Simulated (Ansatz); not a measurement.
This script for Ansatz 0.2.0 through its Python package starts 5 runs on H₃NOSn, SMILES [NH2][Sn][OH]. What input does the engine get in each?

The script, `relaxed_scan_h3nosn.py`:
```python
import ansatz as az
import numpy as np

BASIS = 'def2-SVP'
FUNCTIONAL = 'hf'


def main() -> None:
    geometry_ang = [
        ('N', (-0.9875, -0.2306, -0.9053)),
        ('Sn', (0.2815, -1.289, 0.2173)),
        ('O', (1.5647, -0.0659, 1.051)),
        ('H', (-0.3891, 0.3661, -1.6063)),
        ('H', (-1.4715, 0.5049, -0.2925)),
        ('H', (1.044, 0.6504, 1.4897)),
    ]
    molecule = az.Crystal.molecule()
    for symbol, xyz in geometry_ang:
        molecule = molecule.atom(symbol, xyz)

    job = (
        molecule.calculation()
        .basis(gaussian=BASIS)
        .functional(FUNCTIONAL)
    )
    symbols = [site.symbol for site in molecule.cartesian_sites]
    pairs = [(0, 1), (0, 3), (0, 4), (1, 2), (2, 5)]
    print('held (A)   E (eV)        ', '  '.join(f'{symbols[i]}{i}-{symbols[j]}{j}' for i, j in pairs))
    for length in [1.8, 1.96, 2.12, 2.35, 2.64]:
        r = job.relax(constraints=[az.DistanceConstraint((1, 2), at=length)], force_tolerance=0.02, max_steps=60).run(threads=1).report
        xyz = np.array(r['positions_ang'])
        print(f'{length:6.2f} {r["free_energy_ev"]:14.5f}  ', '  '.join(f'{np.linalg.norm(xyz[i] - xyz[j]):.3f}' for i, j in pairs))


if __name__ == '__main__':
    main()
```

Run 1:
```yaml
crystal:
  periodic: [false, false, false]
  atoms:
    - { symbol: "N", position_ang: [-0.9875, -0.2306, -0.9053] }
    - { symbol: Sn, position_ang: [0.2815, -1.289, 0.2173] }
    - { symbol: O, position_ang: [1.5647, -0.0659, 1.051] }
    - { symbol: H, position_ang: [-0.3891, 0.3661, -1.6063] }
    - { symbol: H, position_ang: [-1.4715, 0.5049, -0.2925] }
    - { symbol: H, position_ang: [1.044, 0.6504, 1.4897] }
basis:
  gaussian:
    orbitals: def2-SVP
hamiltonian:
  xc: hf
relax:
  f_tol: 0.02
  max_steps: 60
  constraints:
    - { distance: [1, 2], at: 1.8 }
```

Run 2, against run 1:
```diff
-    - { distance: [1, 2], at: 1.8 }
+    - { distance: [1, 2], at: 1.96 }
```

Run 3, against run 1:
```diff
-    - { distance: [1, 2], at: 1.8 }
+    - { distance: [1, 2], at: 2.12 }
```

Run 4, against run 1:
```diff
-    - { distance: [1, 2], at: 1.8 }
+    - { distance: [1, 2], at: 2.35 }
```

Run 5, against run 1:
```diff
-    - { distance: [1, 2], at: 1.8 }
+    - { distance: [1, 2], at: 2.64 }
```

Output of `python relaxed_scan_h3nosn.py`:
```text
held (A)   E (eV)         N0-Sn1  N0-H3  N0-H4  Sn1-O2  O2-H5
DeckWarning: relax.constraints: the input's atoms, or those drawn, lie off the distances that are held; a relaxation that starts there is brought onto them ahead of its first SCF, by positions alone, an atom by 7.95e-2 Å at the most. With the symmetry detection on, the symmetry is detected on the input's atoms as so [...]
  1.80    -9369.16510   2.036  1.003  1.004  1.800  0.943
  1.96    -9369.62711   2.027  1.003  1.004  1.960  0.945
  2.12    -9369.46318   2.021  1.004  1.003  2.120  0.946
  2.35    -9368.77207   2.012  1.003  1.004  2.350  0.947
  2.64    -9367.72285   2.003  1.003  1.004  2.640  0.948
```
(Warnings from the package without file and line, shortened, repeats left out.)

Caveats:
- Total energies depend on the basis set; only differences at equal settings carry meaning.
- The energies are electronic: no zero-point or thermal terms, and the basis set is short of its limit.
- def2 sets replace the cores of elements past krypton by effective core potentials.
- Timing: 2.3 min on 1 thread of Arm Neoverse V1, with other jobs on the host, peak memory 0.2 GiB.
